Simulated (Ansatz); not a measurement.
# Si: the cost of one run

Program: Ansatz 0.2.0. Level of theory: DFT PBE, scalar-relativistic, plane waves, PAW. These are calculated values, not measurements.

## Step 1: The starting structure

It takes space group Fd-3m (No. 227, cubic). The conventional cell has a = 5.430 Å, b = 5.430 Å, c = 5.430 Å, α = 90.00°, β = 90.00°, γ = 90.00°. Si (site symmetry -43m) has 4 Si at 2.35 Å as nearest neighbours.

Coordinates:

```
CELL_PARAMETERS angstrom
0.00000 2.71500 2.71500
2.71500 0.00000 2.71500
2.71500 2.71500 0.00000
ATOMIC_POSITIONS crystal
Si 0.00000 0.00000 0.00000
Si 0.25000 0.25000 0.25000
```

## Step 2: Relaxing cell and atoms: Si, no spin

Input file input.yaml:

```yaml
crystal:
  lattice:
    - [0.0, 2.715, 2.715]
    - [2.715, 0.0, 2.715]
    - [2.715, 2.715, 0.0]
  atoms:
    - { symbol: Si, position: [0.0, 0.0, 0.0] }
    - { symbol: Si, position: [0.25, 0.25, 0.25] }
scf:
  occupations: { method: gaussian, width: 0.01 }
output:
  forces: true
  stress: true
  eigenvalues: true
  write_density: true
  write_potential: true
  elf: true
  volumetric_format: npy
hamiltonian:
  xc: pbe
kpoints:
  mp_grid: { grid: [10, 10, 10] }
relax:
  f_tol: 0.005
  cell: { stress_tol: 0.02 }
```

Command:

```console
> ansatz run input.yaml --threads 4 --pin off --max-ram 14336MiB --backend cpu --events-out ev --progress --plain --runs-dir out
```

**Question.** How long does this run take on 4 threads of Intel Xeon 6975P-C (Granite Rapids), shared host, and how much memory does it need?

About 1.4 s, with a peak of 0.37 GiB.
